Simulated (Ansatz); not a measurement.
**CH₄SSe (SMILES CS[SeH]): single points off equilibrium**

An exercise on one series of results from a longer session: the logs are not shown, and one member is left open.

Method: single points in def2-TZVPP; program: Ansatz 0.2.0, Gaussian basis.

Correlated methods freeze the cores. Filled d shells of the heavier atoms are correlated.

## Starting geometry

SMILES `CS[SeH]`, 7 atoms, charge 0, spin multiplicity 1.

Atoms are counted from 1 here; the program's logs count them from 0.

Bond lengths: C1–S2 1.729 Å, C1–H4 1.347 Å, C1–H5 1.044 Å, C1–H6 1.048 Å, S2–Se3 2.219 Å, Se3–H7 1.371 Å. Angles: S2–C1–H4 105.1°, S2–C1–H5 124.3°, S2–C1–H6 109.1°, H4–C1–H5 90.3°, H4–C1–H6 107.5°, H5–C1–H6 116.6°, C1–S2–Se3 104.2°, S2–Se3–H7 98.3°.

Geometry (Å):

```
C    -0.53390    0.81930   -0.12450
S    -0.51200   -0.47880    1.01770
Se    0.86890   -1.96730    0.12190
H    -0.83200    0.24370   -1.30530
H     0.31990    1.24920   -0.54390
H    -1.31840    1.47230    0.11440
H     2.05450   -1.37960    0.48050
```

The first run:

Input file run/in.yaml:

```yaml
crystal:
  periodic: [false, false, false]
  atoms:
    - {symbol: C, position_ang: [-0.533900, 0.819300, -0.124500]}
    - {symbol: S, position_ang: [-0.512000, -0.478800, 1.017700]}
    - {symbol: Se, position_ang: [0.868900, -1.967300, 0.121900]}
    - {symbol: H, position_ang: [-0.832000, 0.243700, -1.305300]}
    - {symbol: H, position_ang: [0.319900, 1.249200, -0.543900]}
    - {symbol: H, position_ang: [-1.318400, 1.472300, 0.114400]}
    - {symbol: H, position_ang: [2.054500, -1.379600, 0.480500]}
basis:
  gaussian: {orbitals: def2-TZVPP}
correlation: {method: ccsd_t}
output: {forces: true}
```

No record of the launch command was kept for these runs.

Among the steps run: CCSD(T)/def2-TZVPP; PBE0-D4/def2-TZVPP; wB97M-V/def2-TZVPP; r2SCAN-D4/def2-TZVPP; PBE-D4/def2-TZVPP; r2SCANh-D4/def2-TZVPP; BHLYP-D4/def2-TZVPP.

One table of the session follows, with a row left open; its other results are not shown here.

| method | RMS force component (eV/Å) | angle to CCSD(T) forces (°) | dipole (D) |
| --- | --- | --- | --- |
| CCSD(T) | 1.956 | reference | 1.52 |
| PBE0-D4 | 1.977 | 4.1 | 1.58 |
| wB97M-V | ? | ? | ? |
| r2SCAN-D4 | 1.945 | 3.1 | 1.59 |
| PBE-D4 | 1.949 | 6.4 | 1.50 |
| r2SCANh-D4 | 1.957 | 3.3 | 1.61 |
| BHLYP-D4 | 1.982 | 4.5 | 1.58 |

**Question.** Estimate the row for wB97M-V.

The run gave: RMS force component (eV/Å): 1.981; angle to CCSD(T) forces (°): 2.3; dipole (D): 1.53. In the column «RMS force component (eV/Å)» it lies between PBE0-D4 (1.977) and BHLYP-D4 (1.982).
